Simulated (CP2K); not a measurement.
# WAu (F-43m) in CP2K: notebook

One crystal, WAu, is run at these levels: PBE, LDA; tasks: single point.

Everything below comes from runs of CP2K 2026.2. Logs are shortened: lines on timing, memory, paths and dates and some standing lists are left out, and cuts for length are marked.

**1. The crystal as given**

Symmetry: F-43m, No. 216, cubic system. Conventional cell: a = 5.818 Å, b = 5.818 Å, c = 5.818 Å, α = 90.00°, β = 90.00°, γ = 90.00°. W (site symmetry -43m) has 4 Au at 2.52 Å as nearest neighbours. Around Au (site symmetry -43m) lie 4 W at 2.52 Å.

The cell was built by a generator and needn't be a form met in nature.

**2. Single point, PBE**

The input, wau_scf.inp:

```
&GLOBAL
  PROJECT wau_scf
  RUN_TYPE ENERGY_FORCE
  PRINT_LEVEL LOW
&END GLOBAL
&FORCE_EVAL
  METHOD QS
  STRESS_TENSOR ANALYTICAL
  &DFT
    BASIS_SET_FILE_NAME BASIS_MOLOPT_UZH
    POTENTIAL_FILE_NAME POTENTIAL_UZH
    &MGRID
      CUTOFF 700
      REL_CUTOFF 60
      NGRIDS 5
    &END MGRID
    &QS
      METHOD GPW
      EPS_DEFAULT 1.0E-9
    &END QS
    &KPOINTS
      SCHEME MONKHORST-PACK 8 8 8
      GAMMA_CENTERED T
      SYMMETRY T
      SYMMETRY_BACKEND SPGLIB
    &END KPOINTS
    &SCF
      SCF_GUESS ATOMIC
      EPS_SCF 1.0E-6
      MAX_SCF 100
      ADDED_MOS 16
      CHOLESKY OFF
      EPS_EIGVAL 1.0E-7
      &DIAGONALIZATION ON
        ALGORITHM STANDARD
      &END DIAGONALIZATION
      &MIXING ON
        METHOD BROYDEN_MIXING
        ALPHA 0.4
        BETA 1.5
        NBUFFER 8
      &END MIXING
      &SMEAR ON
        METHOD FERMI_DIRAC
        ELECTRONIC_TEMPERATURE [K] 580.226
      &END SMEAR
    &END SCF
    &XC
      &XC_FUNCTIONAL PBE
      &END XC_FUNCTIONAL
    &END XC
    &PRINT
      &KPOINTS ON
      &END KPOINTS
      &MULLIKEN ON
      &END MULLIKEN
      &MO ON
        ENERGIES T
        OCCUPATION_NUMBERS T
        &EACH
          QS_SCF 0
        &END EACH
        ADD_LAST NUMERIC
      &END MO
      &E_DENSITY_CUBE ON
        STRIDE 2
      &END E_DENSITY_CUBE
      &V_HARTREE_CUBE ON
        STRIDE 2
      &END V_HARTREE_CUBE
      &ELF_CUBE ON
        STRIDE 2
      &END ELF_CUBE
    &END PRINT
  &END DFT
  &SUBSYS
    &CELL
      A 4.1142442378 0.0000000000 0.0000000000
      B 2.0571221189 3.5630400273 0.0000000000
      C 2.0571221189 1.1876800091 3.3592663533
      PERIODIC XYZ
    &END CELL
    &COORD
      SCALED
      W   0.0000000000 0.0000000000 0.0000000000
      Au  0.7500000000 0.7500000000 0.7500000000
    &END COORD
    &KIND W
      BASIS_SET TZVP-MOLOPT-PBE-GTH-q14
      POTENTIAL GTH-PBE-q14
    &END KIND
    &KIND Au
      BASIS_SET TZVP-MOLOPT-PBE-GTH-q11
      POTENTIAL GTH-PBE-q11
    &END KIND
    &PRINT
      &ATOMIC_COORDINATES ON
      &END ATOMIC_COORDINATES
      &CELL ON
      &END CELL
    &END PRINT
  &END SUBSYS
  &PRINT
    &FORCES ON
    &END FORCES
    &STRESS_TENSOR ON
    &END STRESS_TENSOR
  &END PRINT
&END FORCE_EVAL
```

Potentials or basis: POTENTIAL_UZH W GTH-PBE-q14, Au GTH-PBE-q11; TZVP-MOLOPT-PBE-GTH basis.

Run with:

```sh
> OMP_NUM_THREADS=1 cp2k.psmp -i wau_scf.inp -o wau_scf.out
```

wau_scf.out:

```text

 CP2K| version string:                                       CP2K version 2026.2
 CP2K| Input file name                                               wau_scf.inp

 GLOBAL| Force Environment number                                              1
 GLOBAL| Basis set file name                                    BASIS_MOLOPT_UZH
 GLOBAL| Potential file name                                       POTENTIAL_UZH
 GLOBAL| MM Potential file name                                     MM_POTENTIAL
 GLOBAL| Coordinate file name                                      __STD_INPUT__
 GLOBAL| Method name                                                        CP2K
 GLOBAL| Project name                                                    wau_scf
 GLOBAL| Run type                                                   ENERGY_FORCE
 GLOBAL| FFT library                                                       FFTW3
[... 8 lines left out ...]
 GLOBAL| CPU model name                                                  UNKNOWN

 CELL| Volume [angstrom^3]:                                            49.244214
 CELL| Vector a [angstrom]:       4.114     0.000     0.000   |a| =     4.114244
 CELL| Vector b [angstrom]:       2.057     3.563     0.000   |b| =     4.114244
 CELL| Vector c [angstrom]:       2.057     1.188     3.359   |c| =     4.114244
 CELL| Angle (b,c), alpha [degree]:                                    60.000000
 CELL| Angle (a,c), beta  [degree]:                                    60.000000
 CELL| Angle (a,b), gamma [degree]:                                    60.000000
 CELL| Numerically orthorhombic:                                              NO
 CELL| Periodicity                                                           XYZ

 CELL_REF| Volume [angstrom^3]:                                        49.244214
 CELL_REF| Vector a [angstrom     4.114     0.000     0.000   |a| =     4.114244
 CELL_REF| Vector b [angstrom     2.057     3.563     0.000   |b| =     4.114244
 CELL_REF| Vector c [angstrom     2.057     1.188     3.359   |c| =     4.114244
 CELL_REF| Angle (b,c), alpha [degree]:                                60.000000
 CELL_REF| Angle (a,c), beta  [degree]:                                60.000000
[... 13 lines left out ...]

  Total number of            - Atomic kinds:                                   2
                             - Atoms:                                          2
                             - Shell sets:                                     2
                             - Shells:                                        21
                             - Primitive Cartesian functions:                 12
                             - Cartesian basis functions:                     81
                             - Spherical basis functions:                     69

  Maximum angular momentum of- Orbital basis functions:                        3
                             - Local part of the GTH pseudopotential:          2
                             - Non-local part of the GTH pseudopotential:      4

 MODULE QUICKSTEP: ATOMIC COORDINATES IN ANGSTROM

   Atom Kind Element         X             Y             Z       Z(eff)     Mass
      1    1 W    74      0.000000      0.000000      0.000000  14.0000 183.8400
      2    2 Au   79      6.171366      3.563040      2.519450  11.0000 196.9666

 SCF PARAMETERS         Density guess:                                    ATOMIC
                        --------------------------------------------------------
                        max_scf:                                             100
[... 7 lines left out ...]
                        --------------------------------------------------------
                        level_shift [a.u.]:                             0.000000
                        added MOs                                        16    0
                        --------------------------------------------------------
                        Mixing method:                            BROYDEN_MIXING
                                                charge density mixing in g-space
                        --------------------------------------------------------
                        Smear method:                                FERMI_DIRAC
                        Electronic temperature [K]:                        580.2
                        Electronic temperature [a.u.]:                  1.84E-03
                        Accuracy threshold:                             1.00E-10
                        --------------------------------------------------------
                        No outer SCF

 *******************************************************************************
                                    Kpoints
 *******************************************************************************
 BRILLOUIN| K-point scheme                                        Monkhorst-Pack
 BRILLOUIN| K-Point grid                                             8    8    8
 BRILLOUIN| Gamma-centered k-point mesh                                     ON
 BRILLOUIN| K-point symmetry accuracy                               0.100000E-05
 BRILLOUIN| K-Point point group symmetrization                                ON
 BRILLOUIN| Symmetry backend                                             SPGLIB
 BRILLOUIN| Symmetry reduction method                                    SPGLIB
 BRILLOUIN| Wavefunction type                                            COMPLEX
 BRILLOUIN| List of Kpoints [2 Pi/Bohr]                                       29
 BRILLOUIN| Number           Weight            X              Y              Z
 BRILLOUIN|     1           0.01562       -0.37500       -0.37500       -0.37500
 BRILLOUIN|     2           0.04688       -0.37500       -0.37500       -0.25000
 BRILLOUIN|     3           0.04688       -0.37500       -0.37500       -0.12500
 BRILLOUIN|     4           0.01172       -0.37500       -0.37500        0.00000
 BRILLOUIN|     5           0.04688       -0.37500       -0.37500        0.12500
 BRILLOUIN|     6           0.02344       -0.37500       -0.37500        0.25000
[... 21 lines left out ...]
 BRILLOUIN|    28           0.00781        0.00000        0.00000        0.50000
 BRILLOUIN|    29           0.00586        0.00000        0.50000        0.50000
 *******************************************************************************

 Extrapolation method: initial_guess

 Number of electrons:                                                         25
 Number of occupied orbitals:                                                 13
 Number of molecular orbitals:                                                29

 Number of orbital functions:                                                 69
 Number of independent orbital functions:                                     69

 SCF WAVEFUNCTION OPTIMIZATION

  Step     Update method      Time    Convergence         Total energy    Change
  ------------------------------------------------------------------------------
     1 NoMix/Diag. 0.40E+00    4.1     1.57858905      -101.2210483869 -1.01E+02
     2 Broy./Diag. 0.40E+00    3.9     0.11437788      -103.1788682416 -1.96E+00
     3 Broy./Diag. 0.40E+00    3.9     0.06481557      -102.2064109111  9.72E-01
     4 Broy./Diag. 0.40E+00    3.9     0.04026651      -101.4645733627  7.42E-01
     5 Broy./Diag. 0.40E+00    3.9     0.01164378      -101.1343909389  3.30E-01
     6 Broy./Diag. 0.40E+00    3.9     0.00846099      -101.1523244535 -1.79E-02
     7 Broy./Diag. 0.40E+00    3.9     0.00652480      -101.1500381617  2.29E-03
     8 Broy./Diag. 0.40E+00    3.9     0.00338643      -101.1452033517  4.83E-03
     9 Broy./Diag. 0.40E+00    3.9     0.00029673      -101.1449494653  2.54E-04
    10 Broy./Diag. 0.40E+00    3.9     0.00048890      -101.1441866510  7.63E-04
    11 Broy./Diag. 0.40E+00    3.9     0.00022131      -101.1437472336  4.39E-04
    12 Broy./Diag. 0.40E+00    3.9     0.00013296      -101.1440341675 -2.87E-04
    13 Broy./Diag. 0.40E+00    3.9     0.00003143      -101.1441096137 -7.54E-05
    14 Broy./Diag. 0.40E+00    3.9     0.00000488      -101.1441121837 -2.57E-06
    15 Broy./Diag. 0.40E+00    3.9     0.00000129      -101.1441094611  2.72E-06
    16 Broy./Diag. 0.40E+00    3.9     0.00000051      -101.1441091001  3.61E-07

  *** SCF run converged in    16 steps ***

  Electronic density on regular grids:        -24.9999999954        0.0000000046
  Core density on regular grids:               24.9999999697       -0.0000000303
  Total charge density on r-space grids:       -0.0000000257
  Total charge density g-space grids:          -0.0000000257

  Overlap energy of the core charge distribution:               0.00000035228105
  Self energy of the core charge distribution:               -160.11702012804682
  Core Hamiltonian energy:                                     40.06442197574214
  Hartree energy:                                              31.68739355499390
  Exchange-correlation energy:                                -12.77819772744509
  Electronic entropic energy:                                  -0.00070712764366
  Fermi energy:                                                 0.27560646003995

  Total energy:                                              -101.14410910008147
  Total energy (extrapolated to T->0):                       -101.14375553625963

 MO| EIGENVALUES AND OCCUPATION NUMBERS FOR K POINT 1
 MO|
 MO|  Index      Eigenvalue [a.u.]        Eigenvalue [eV]             Occupation
 MO|      1              -2.449212             -66.646452               2.000000
 MO|      2              -1.146902             -31.208798               2.000000
 MO|      3              -1.146465             -31.196892               2.000000
 MO|      4              -1.146465             -31.196891               2.000000
 MO|      5               0.041421               1.127133               2.000000
 MO|      6               0.057438               1.562961               2.000000
[... 21 lines left out ...]
 MO|     28               1.157806              31.505502               0.000000
 MO|     29               1.157822              31.505935               0.000000
 MO| Sum:                                                              25.996198
 MO| E(Fermi):            0.275606 a.u.          7.499633 eV

 MO| EIGENVALUES AND OCCUPATION NUMBERS FOR K POINT 2
 MO|
 MO|  Index      Eigenvalue [a.u.]        Eigenvalue [eV]             Occupation
 MO|      1              -2.449213             -66.646470               2.000000
 MO|      2              -1.146856             -31.207527               2.000000
 MO|      3              -1.146496             -31.197752               2.000000
 MO|      4              -1.146471             -31.197051               2.000000
 MO|      5               0.042868               1.166503               2.000000
 MO|      6               0.049189               1.338488               2.000000
[... 411 lines left out ...]
 MO| EIGENVALUES AND OCCUPATION NUMBERS FOR K POINT 14
 MO|
 MO|  Index      Eigenvalue [a.u.]        Eigenvalue [eV]             Occupation
 MO|      1              -2.449208             -66.646329               2.000000
 MO|      2              -1.146888             -31.208419               2.000000
 MO|      3              -1.146572             -31.199823               2.000000
 MO|      4              -1.146471             -31.197061               2.000000
 MO|      5               0.046338               1.260927               2.000000
 MO|      6               0.049154               1.337545               2.000000
[... 21 lines left out ...]
 MO|     28               1.119063              30.451240               0.000000
 MO|     29               1.152384              31.357956               0.000000
 MO| Sum:                                                              25.900857
 MO| E(Fermi):            0.275606 a.u.          7.499633 eV

 [... the levels of further k-points ...]

 The electron density is written in Cube    file format to the file:

 wau_scf-ELECTRON_DENSITY-1_0.cube

 !-----------------------------------------------------------------------------!
                     Mulliken Population Analysis

 #  Atom  Element  Kind  Atomic population                           Net charge
       1     W        1         13.957909                              0.042091
       2     Au       2         11.042091                             -0.042091
 # Total charge                             25.000000                  0.000000

 !-----------------------------------------------------------------------------!

               ----- ELF is computed on the real space grid -----

 ELF is written in Cube    file format to the file:

 wau_scf-ELF_S1-1_0.cube

 ENERGY| Total FORCE_EVAL ( QS ) energy [hartree]           -101.144109616605533

 FORCES| Atomic forces [hartree/bohr]
 FORCES|   Atom     x               y               z               |f|
 FORCES|      1 -3.97915876E-09 -8.54662432E-09  6.09191347E-09   1.12245223E-08
 FORCES|      2  4.01918721E-09  8.57132135E-09 -6.07633030E-09   1.12491424E-08
 FORCES| Sum     4.00284590E-11  2.46970388E-11  1.55831748E-11
 FORCES| Total atomic force                                       4.95485276E-11

 STRESS| Analytical stress tensor [bar]
 STRESS|                        x                   y                   z
 STRESS|      x        1.40679674304E+04  -1.08164538003E-02  -5.89355229675E-02
 STRESS|      y       -1.08164538003E-02   1.40678897775E+04   6.91101721008E-02
 STRESS|      z       -5.89355229675E-02   6.91101721008E-02   1.40674258558E+04
 STRESS| 1/3 Trace                                             1.40677610212E+04
 STRESS| Determinant                                           2.78403663564E+12

 STRESS| Eigenvectors and eigenvalues of the analytical stress tensor [bar]
 STRESS|                        1                   2                   3
 STRESS| Eigenvalues   1.40674099924E+04   1.40678951826E+04   1.40679778887E+04
 STRESS|      x           0.101431063872      0.236237160887      0.966386953088
 STRESS|      y          -0.139596627588      0.965165775471     -0.221286708652
 STRESS|      z           0.984999756776      0.112459013316     -0.130875702390
```

Wall time 82 s (1 thread of Arm Neoverse V2, shared host); peak memory 0.49 GiB.

Results:

```
Free energy            : -2752.2712 eV
Pressure               : 1.4 GPa
Band gap on the k mesh : none (metal or under the smearing width)
Mulliken charges       : W +0.04; Au -0.04 e
```

Caveat: Mulliken charges move with the basis; the basis of atomic orbitals isn't converged, which shifts pressures, moduli and gaps. The run has no spin-orbit coupling, so splittings on Au, W are missing.

(Part 1 of 2 ends here.)
